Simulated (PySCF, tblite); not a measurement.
# C₇H₁₁NOSi: geometry, infrared bands and NMR shifts

Aim: predict the infrared bands and NMR shifts of C₇H₁₁NOSi (`O=CNC1=C[SiH2][C@H]2C[C@@H]1C2`).

Programs: tblite 0.8.0 and PySCF 2.14.0, with density-fitted response routines of our own. Each step states its level of theory. These are calculated values for one molecule in the gas phase, unless marked as measured. Atoms count from 0, in the outputs and in this text.

### 1 The starting structure

21 atoms, charge 0, multiplicity 1; geometry from: force field or distance geometry start.

Bonds of the start (Å): O0–C1 1.23, C1–N2 1.36, N2–C3 1.39, C3–C4 1.33, C4–Si5 1.87, Si5–C6 2.00, C6–C7 1.56, C7–C8 1.56, C8–C9 1.58, C8–C3 1.53, C9–C6 1.56, C1–H10 1.10, N2–H11 1.01, C4–H12 1.08, Si5–H13 1.48, Si5–H14 1.49, C6–H15 1.10, C7–H16 1.10, C7–H17 1.10, C8–H18 1.09, C9–H19 1.10, C9–H20 1.10.

### 2 Geometry optimisation with GFN2-xTB

Job settings and geometry (Å):

```
{"job": {"kind": "relax", "xc": "GFN2-xTB", "basis": "xTB"}, "charge": 0, "multiplicity": 1}
O      2.693600    -1.947700     0.896500
C      2.900300    -1.318200    -0.139400
N      2.105400    -0.446900    -0.810700
C      0.814000    -0.019200    -0.531400
C      0.227300     0.852600    -1.354600
Si    -1.508200     1.486500    -1.069700
C     -1.854900     0.465000     0.614600
C     -1.399700    -1.013900     0.422500
C      0.060600    -0.528700     0.700700
C     -0.625600     0.593100     1.567900
H      3.871800    -1.428500    -0.649200
H      2.507700    -0.054000    -1.649500
H      0.701400     1.252100    -2.237800
H     -2.416800     1.070800    -2.158300
H     -1.510600     2.958700    -0.819800
H     -2.850600     0.655000     1.040000
H     -1.596800    -1.482100    -0.550000
H     -1.795100    -1.702300     1.190000
H      0.611400    -1.229400     1.320200
H     -0.109600     1.565200     1.617900
H     -0.834400     0.288900     2.599700
```

Started as:

```
OMP_NUM_THREADS=1 python probes_run.py task.json out
```

This one command runs all jobs of the session in turn.

What it wrote:

```text
step      E/eV     max force
  0    -796.46062    1.916
  1    -796.57774    2.189
  2    -796.67382    0.736
  3    -796.72639    0.440
  4    -796.75501    0.406
  5    -796.77704    0.305
  6    -796.78878    0.268
  7    -796.79605    0.215
  8    -796.80120    0.172
  9    -796.80579    0.161
 10    -796.80969    0.134
 11    -796.81272    0.140
 12    -796.81580    0.117
 13    -796.81902    0.121
 14    -796.82160    0.114
 15    -796.82349    0.101
 16    -796.82525    0.090
 17    -796.82711    0.091
 18    -796.82864    0.070
 19    -796.82950    0.053
 20    -796.82998    0.048
 21    -796.83039    0.051
 22    -796.83080    0.047
 23    -796.83112    0.043
 24    -796.83136    0.033
 25    -796.83153    0.037
 26    -796.83165    0.028
 27    -796.83174    0.019
 28    -796.83181    0.019
 29    -796.83187    0.022
 30    -796.83193    0.018
 31    -796.83197    0.015
 32    -796.83200    0.010
```

Wall time 1 s (1 thread of Intel Xeon at 2.50GHz, shared host).

The steps of the relaxation:

```tsv
step	energy from step 0 (eV)	largest force (eV/Å)
0	0.0000	1.9158
1	-0.1171	2.1891
2	-0.2132	0.7362
3	-0.2658	0.4401
4	-0.2944	0.4060
5	-0.3164	0.3047
6	-0.3282	0.2683
7	-0.3354	0.2151
8	-0.3406	0.1720
9	-0.3452	0.1605
10	-0.3491	0.1344
11	-0.3521	0.1403
12	-0.3552	0.1168
13	-0.3584	0.1213
14	-0.3610	0.1136
15	-0.3629	0.1010
16	-0.3646	0.0904
17	-0.3665	0.0907
18	-0.3680	0.0705
19	-0.3689	0.0534
20	-0.3694	0.0483
21	-0.3698	0.0508
22	-0.3702	0.0466
23	-0.3705	0.0433
24	-0.3707	0.0332
25	-0.3709	0.0374
26	-0.3710	0.0282
27	-0.3711	0.0193
28	-0.3712	0.0188
29	-0.3713	0.0221
30	-0.3713	0.0185
31	-0.3714	0.0152
32	-0.3714	0.0104
```

Close pairs (by a distance rule), those that changed most:

```tsv
bond	before (Å)	after (Å)	change (Å)
Si5–C6	2.000	1.896	-0.104
C8–C9	1.575	1.541	-0.034
C3–C8	1.531	1.498	-0.034
Si5–H14	1.493	1.467	-0.026
O0–C1	1.230	1.204	-0.026
C6–C9	1.561	1.536	-0.025
C6–C7	1.559	1.536	-0.023
C7–C8	1.564	1.541	-0.022
```

The end geometry stands in the next job.

### 3 Infrared spectrum with GFN2-xTB

Job settings and geometry (Å):

```
{"job": {"kind": "ir", "xc": "GFN2-xTB", "basis": "xTB"}, "charge": 0, "multiplicity": 1}
O      2.633661    -1.938269     0.923112
C      2.874923    -1.336548    -0.091055
N      2.077605    -0.469405    -0.763019
C      0.775580    -0.021535    -0.498845
C      0.202535     0.853163    -1.336916
Si    -1.537730     1.449847    -0.986591
C     -1.835584     0.464361     0.605541
C     -1.379134    -0.979876     0.350152
C      0.049534    -0.526502     0.709978
C     -0.594789     0.632957     1.495166
H      3.847549    -1.442160    -0.612903
H      2.469873    -0.064345    -1.603867
H      0.758078     1.195989    -2.199987
H     -2.473076     1.058286    -2.046791
H     -1.581346     2.895787    -0.742935
H     -2.803816     0.593437     1.086779
H     -1.523819    -1.388545    -0.649256
H     -1.770994    -1.681772     1.085272
H      0.657406    -1.224974     1.277667
H     -0.075544     1.590195     1.465461
H     -0.779832     0.356852     2.532565
```

What it wrote:

```text
mode    cm-1     km/mol
  1      42.5      8.96
  2     116.9      9.51
  3     181.0     12.32
  4     199.7      2.06
  5     261.6      8.11
  6     304.0      4.23
  7     315.3      3.43
  8     340.5      8.10
  9     368.6      0.41
 10     449.7      2.11
 11     512.4     91.01
 12     540.8      2.36
 13     615.6      0.49
 14     630.4    144.29
 15     648.7     77.96
 16     692.3     32.55
 17     759.8     65.09
 18     774.0    279.31
 19     787.1     35.35
 20     788.0     40.99
 21     830.5     60.91
 22     865.6      0.40
 23     874.1    101.66
 24     919.2     10.18
 25     995.4      1.09
 26    1001.7      0.10
 27    1027.5      2.40
 28    1034.2     11.72
 29    1066.5      3.39
 30    1080.9     23.27
 31    1113.8      7.02
 32    1131.8      0.19
 33    1162.5      0.03
 34    1204.1     10.22
 35    1221.8      2.88
 36    1236.1      0.03
 37    1248.4      8.98
 38    1256.9     71.42
 39    1263.3     49.63
 40    1353.5     85.24
 41    1406.0    168.15
 42    1417.9     33.02
 43    1481.5      0.27
 44    1494.5      1.52
 45    1623.3    177.40
 46    1767.1    719.57
 47    2227.2    487.94
 48    2235.6    237.98
 49    2744.9    179.93
 50    2975.3     46.48
 51    2978.9     44.97
 52    2983.1     45.82
 53    2995.4     65.54
 54    2999.0     60.31
 55    3039.2     61.62
 56    3043.5     10.54
 57    3394.9      2.70
```

Wall time 3.4 s (1 thread of Intel Xeon at 2.50GHz, shared host).

Which atoms move in the most intense modes:

```tsv
cm⁻¹	km/mol	atoms
630	144.3	H13 41 %, H14 41 %
774	279.3	H13 45 %, H14 44 %
1406	168.2	N2 39 %, H11 33 %, H10 14 %
1623	177.4	C3 56 %, C4 38 %
1767	719.6	C1 63 %, O0 34 %
2227	487.9	H13 53 %, H14 42 %
2236	238.0	H14 54 %, H13 44 %
2745	179.9	H10 94 %
```

### 4 Shielding tensors: PBE0/pcSseg-1

The job, as its differences from that of step 3:

```diff
@@ -1,2 +1,2 @@
-{"job": {"kind": "ir", "xc": "GFN2-xTB", "basis": "xTB"}, "charge": 0, "multiplicity": 1}
+{"job": {"kind": "nmr", "xc": "PBE0", "basis": "pcSseg-1"}, "charge": 0, "multiplicity": 1}
 O      2.633661    -1.938269     0.923112
```

With the program's defaults for keys left out, this is: GIAO PBE0/pcSseg-1 NMR shielding, non-relativistic, gas phase.

What it wrote:

```text
coarse grid: 18200 points
cycle   1  E = -691.9139449287  dE =  1.809e+00  |g| = 9.026e-01  |ddm| = 4.304e+00
cycle   2  E = -691.3293904750  dE =  5.846e-01  |g| = 1.919e+00  |ddm| = 2.449e+00
cycle   3  E = -692.0768839552  dE = -7.475e-01  |g| = 2.195e-01  |ddm| = 1.869e+00
cycle   4  E = -692.0855490435  dE = -8.665e-03  |g| = 1.076e-01  |ddm| = 2.753e-01
cycle   5  E = -692.0881293982  dE = -2.580e-03  |g| = 2.109e-02  |ddm| = 1.106e-01
cycle   6  E = -692.0882197277  dE = -9.033e-05  |g| = 9.915e-03  |ddm| = 2.984e-02
cycle   7  E = -692.0882429203  dE = -2.319e-05  |g| = 2.618e-03  |ddm| = 1.071e-02
cycle   8  E = -692.0882444281  dE = -1.508e-06  |g| = 6.190e-04  |ddm| = 2.594e-03
final grid: 171680 points
cycle   9  E = -692.1578079557  dE = -3.815e-05  |g| = 1.258e-02  |ddm| = 4.880e-02
cycle  10  E = -692.1577340904  dE =  7.387e-05  |g| = 2.295e-02  |ddm| = 2.740e-02
cycle  11  E = -692.1578408167  dE = -1.067e-04  |g| = 2.826e-03  |ddm| = 1.849e-02
cycle  12  E = -692.1578424730  dE = -1.656e-06  |g| = 3.903e-04  |ddm| = 2.587e-03
cycle  13  E = -692.1578425043  dE = -3.137e-08  |g| = 1.378e-04  |ddm| = 5.655e-04
cycle  14  E = -692.1578425085  dE = -4.135e-09  |g| = 3.700e-05  |ddm| = 1.546e-04
cycle  15  E = -692.1578425087  dE = -2.408e-10  |g| = 1.957e-05  |ddm| = 5.282e-05
converged SCF energy = -692.1578425087

GIAO shielding tensors (ppm)
atom      isotropic    diamagn.    paramagn.     s11        s22        s33       span
  0 O     -109.027     403.989    -513.015   -447.007   -213.452    333.379    780.387
  1 C       27.946     240.359    -212.413    -71.941     67.674     88.106    160.047
  2 N       88.002     331.273    -243.271    -31.033    120.934    174.103    205.136
  3 C       13.315     253.686    -240.371   -115.362     30.481    124.827    240.189
  4 C       95.672     259.446    -163.774      4.366    115.077    167.574    163.209
  5 Si     395.030     880.239    -485.208    366.955    394.516    423.620     56.664
  6 C      170.299     257.611     -87.312    147.252    179.432    184.212     36.960
  7 C      151.225     250.086     -98.861    134.029    154.947    164.697     30.667
  8 C      152.192     247.769     -95.577    140.840    152.603    163.132     22.292
  9 C      151.240     250.091     -98.851    134.021    154.975    164.722     30.701
 10 H       23.575      23.152       0.422     18.856     24.007     27.862      9.007
 11 H       25.638      34.136      -8.499     22.218     26.489     28.207      5.989
 12 H       27.401      32.654      -5.253     25.329     26.977     29.898      4.569
 13 H       27.136      28.815      -1.679     24.238     24.296     32.872      8.634
 14 H       27.136      28.814      -1.679     24.237     24.297     32.873      8.636
 15 H       29.909      31.653      -1.744     25.387     27.026     37.313     11.926
 16 H       29.950      31.732      -1.782     26.434     27.786     35.630      9.196
 17 H       28.995      31.994      -2.999     26.063     26.570     34.352      8.290
 18 H       26.623      33.342      -6.719     18.237     25.749     35.883     17.646
 19 H       29.950      31.728      -1.778     26.430     27.788     35.632      9.202
 20 H       28.995      31.992      -2.997     26.064     26.568     34.352      8.288
```

It took 2.4 min on 1 thread of Intel Xeon at 2.50GHz, shared host; peak memory 1.1 GiB.

Shifts follow as δ = σ(reference) − σ, with reference shieldings (ppm) from runs at the same level and on the same kind of geometry: 1H TMS 31.72, 13C TMS 186.9, 29Si TMS 349.2, 15N NH3 267.7, 17O H2O 336.1. The references are single molecules in the gas phase, so shifts against H2O, NH3, PH3, H3PO4 or CFCl3 are not on the usual liquid scales and can be off by tens of ppm. Atoms listed in one row are averaged.

```tsv
atoms	environment	σ (ppm)	δ (ppm)	δ scaled to CDCl3
C3	alkene carbon bearing nitrogen	13.3	173.6	167.5
C1	amide carbonyl carbon	27.9	159.0	153.2
C4	β carbon of an enol-ether or enamine type C=C	95.7	91.3	87.1
C7, C9	sp3 CH2 in a ring	151.2	35.7	32.9
C8	allylic sp3 CH	152.2	34.7	32.0
C6	sp3 CH bonded to Si	170.3	16.6	14.3
H10	hydrogen on an amide carbonyl carbon	23.57	8.14	7.78
H11	hydrogen on an amide-type nitrogen	25.64	6.08	–
H18	hydrogen on an allylic sp3 CH	26.62	5.09	4.91
H13, H14	hydrogen on a silicon bonded to 2 C, in a 6-membered ring	27.14	4.58	–
H12	hydrogen on a β carbon of an enol-ether or enamine type C=C	27.40	4.32	4.17
H17, H20	hydrogen on an sp3 CH2 in a ring	28.99	2.72	2.67
H15	hydrogen on an sp3 CH bonded to Si	29.91	1.81	1.81
H16, H19	hydrogen on an sp3 CH2 in a ring	29.95	1.77	1.77
O0	amide-type carbonyl oxygen	-109.0	445.1	–
N2	amide-type nitrogen	88.0	179.7	–
Si5	silicon bonded to 2 C, 2 H, in a 6-membered ring	395.0	-45.9	–
```

The scaled column applies a straight-line fit of computed shieldings to shifts measured in CDCl3 (root-mean-square error 0.16 ppm for H, 1.9 ppm for C).

The run also stored atomic charges by several schemes (e):

```tsv
atoms	Mulliken	IAO	Hirshfeld	ESP fit
O0	-0.42	-0.46	-0.25	-0.50
C1	0.41	0.30	0.14	0.49
N2	-0.49	-0.30	-0.08	-0.47
C3	0.18	0.14	0.07	0.11
C4	-0.40	-0.52	-0.19	-0.48
Si5	0.71	0.76	0.33	0.35
C6	-0.52	-0.38	-0.12	-0.02
C7, C9	-0.07	-0.25	-0.07	-0.37
C8	-0.33	-0.14	-0.03	0.42
```

Mayer bond orders: O0–C1 1.91, C1–N2 1.15, N2–C3 1.01, C3–C4 1.81, C4–Si5 0.89, Si5–C6 0.88, C6–C7 0.97, C7–C8 0.96, C8–C9 0.96, C8–C3 0.98, C9–C6 0.97.

Ring of atoms C3, C4, Si5, C6, C7, C8: NICS(0) 0.3, NICS(1) -3.0, NICS(1)zz 0.3 ppm (means of both faces; NICS(1) differs between them: -4.4 and -1.5).

Ring of atoms C6, C7, C8, C9: NICS(0) -0.6, NICS(1) -0.2, NICS(1)zz -0.1 ppm (means of both faces).

The two faces differ (NICS(1)zz -2.7 and 2.4 ppm).

### 5 What came out

```
                                                               quantity                                               value
                              strongest single infrared mode (GFN2-xTB)                               1767 cm⁻¹, 720 km/mol
                                           zero-point energy (GFN2-xTB)                                      103.0 kcal/mol
13C shifts against TMS (PBE0/pcSseg-1, means over atoms taken as alike)            173.6, 159.0, 91.3, 35.7, 34.7, 16.6 ppm
 1H shifts against TMS (PBE0/pcSseg-1, means over atoms taken as alike)  8.14, 6.08, 5.09, 4.58, 4.32, 2.72, 1.81, 1.77 ppm
                                 17O shifts against H2O (PBE0/pcSseg-1)                                           445.1 ppm
                                 15N shifts against NH3 (PBE0/pcSseg-1)                                           179.7 ppm
                                29Si shifts against TMS (PBE0/pcSseg-1)                                           -45.9 ppm
```

**Reading.** Relaxing lowered the energy by 0.371 eV in 32 steps; the close pair that moved most is Si5–C6, from 2.000 to 1.896 Å. All 57 modes are real, so the xTB geometry is a minimum. The strongest single mode, at 1767 cm⁻¹, moves mainly C1 and O0. GFN2-xTB is a fitted tight-binding method: band positions and strengths are rough. Its intensities can rank the bands wrongly. The most deshielded carbon is C3 (alkene carbon bearing nitrogen), at 173.6 ppm: an sp2 carbon further deshielded by the attached heteroatom. At PBE0/pcSseg-1: Shielding is most anisotropic at O0 (span 780 ppm, paramagnetic term -513 ppm).
